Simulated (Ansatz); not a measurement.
# C2H6ClIn: how energies converge with the basis set

An exercise on one series of results from a longer session: the logs are not shown, and one member is left open.

Method: one geometry, several basis sets; program: Ansatz 0.2.0, Gaussian basis.

Levels to be run: PBE0-D4/def2-SVP; ωB97M-V/def2-SVP; PBE0-D4/def2-QZVPP; ωB97M-V/def2-QZVPP; the functionals' def2-TZVPP values are taken from earlier runs.

### Structure used throughout

An earlier PBE0-D4 in a triple-zeta def2 set relaxation fixed the geometry. In takes the def2 core potential; no spin-orbit term is included.

SMILES `[CH3][In]([CH3])[Cl]`, 10 atoms, charge 0, spin multiplicity 1.

Atoms are counted from 1 here; the program's logs count them from 0.

Bond lengths: C1–In2 2.137 Å, C1–H5 1.089 Å, C1–H6 1.091 Å, C1–H7 1.091 Å, In2–C3 2.137 Å, In2–Cl4 2.370 Å, C3–H8 1.089 Å, C3–H9 1.091 Å, C3–H10 1.091 Å. Angles: In2–C1–H5 109.0°, In2–C1–H6 110.5°, In2–C1–H7 110.0°, H5–C1–H6 109.7°, H5–C1–H7 109.4°, H6–C1–H7 108.3°, C1–In2–C3 138.6°, C1–In2–Cl4 110.7°, C3–In2–Cl4 110.7°, In2–C3–H8 109.0°, In2–C3–H9 110.1°, In2–C3–H10 110.4°, H8–C3–H9 109.4°, H8–C3–H10 109.6°, H9–C3–H10 108.3°.

The first run:

Input file in.yaml:

```yaml
crystal:
  periodic: [false, false, false]
  atoms:
    - {symbol: C, position_ang: [-0.496116, 1.715753, -0.934687]}
    - {symbol: In, position_ang: [-0.270130, -0.281796, -0.211027]}
    - {symbol: C, position_ang: [0.893939, -1.340374, 1.234420]}
    - {symbol: Cl, position_ang: [-1.735591, -1.756147, -1.349393]}
    - {symbol: H, position_ang: [-1.314279, 1.741354, -1.652942]}
    - {symbol: H, position_ang: [-0.709156, 2.398551, -0.110982]}
    - {symbol: H, position_ang: [0.424059, 2.042616, -1.421903]}
    - {symbol: H, position_ang: [0.577619, -2.382317, 1.249031]}
    - {symbol: H, position_ang: [1.952652, -1.285853, 0.975632]}
    - {symbol: H, position_ang: [0.760204, -0.902887, 2.224850]}
basis:
  gaussian: {orbitals: def2-SVP}
hamiltonian: {xc: pbe0, dispersion: d4}
output: {orbitals: {seedname: orbitals}}
```

The run is started by

```console
> ansatz run in.yaml --threads 4 --pin off --events-out ev --progress --plain --max-ram 10444MiB
```

Among the steps run: PBE0-D4 in def2-SVP; ωB97M-V in def2-SVP; PBE0-D4 in def2-QZVPP; ωB97M-V in def2-QZVPP.

One table of the session follows, with a row left open; its other results are not shown here.

It belongs to the step «Functionals by basis». 

```
functional       basis  HOMO (eV)
   PBE0-D4    def2-SVP      -7.45
   PBE0-D4  def2-TZVPP          ?
   PBE0-D4  def2-QZVPP      -7.60
   ωB97M-V    def2-SVP      -9.59
   ωB97M-V  def2-TZVPP      -9.74
   ωB97M-V  def2-QZVPP      -9.76
```

**Question.** Estimate the row for PBE0-D4, def2-TZVPP.

**Answer.** HOMO (eV): -7.58. In the column «HOMO (eV)» it lies between PBE0-D4, def2-QZVPP (-7.60) and PBE0-D4, def2-SVP (-7.45).
